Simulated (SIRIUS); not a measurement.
TiP5, 6 atoms in the cell. The structure is cubic, space group F-43m (No. 216). The conventional cell has a = 7.066 Å, b = 7.066 Å, c = 7.066 Å, α = 90.00°, β = 90.00°, γ = 90.00°. Around Ti (site symmetry -43m) lie 16 P at 2.93 to 3.06 Å. Around P (site symmetry -43m) lie 12 P at 2.93 Å and 4 Ti at 3.06 Å. Around P (site symmetry 3m) lie 6 P at 2.48 to 2.51 Å. The cell was built by a generator and needn't be a form met in nature.

* Program: SIRIUS 7.10.0
* Task: single point
* Functional: revPBE
* Potentials or basis: PseudoDojo 0.4.1 PBE standard (scalar relativistic)
* Cutoff: 1152 eV
* Density cutoff: 4606 eV
* k mesh: 3 × 3 × 3
* Occupations: fermi-dirac, width 0.05 eV
* Spin: no spin polarisation
* Libxc names: ["XC_GGA_X_PBE_R", "XC_GGA_C_PBE"]
* Energy tol: 1e-08 Ha
* Density tol: 1e-06
* Mixer: anderson
* Mixing beta: 0.7
* Max scf: 100
* Radial cutoff for the potentials' integrals: 6.5 bohr

Potentials or basis: PseudoDojo 0.4.1 PBE standard (scalar relativistic).

Run with:

```console
$ upf_to_json P.upf
$ upf_to_json Ti.upf
$ OMP_NUM_THREADS=1 sirius.scf --input=sirius.json --output=out.json --task=0
```

Hardware: 1 thread of Arm Neoverse V1, on a shared host.

**Question.** How long does it take, and how much memory?

**Answer.** It took 53 s on 1 thread of Arm Neoverse V1, on a shared host, peak memory 0.44 GiB. Counts: scf iterations 11, k points 6, plane waves 7799, bands 28.
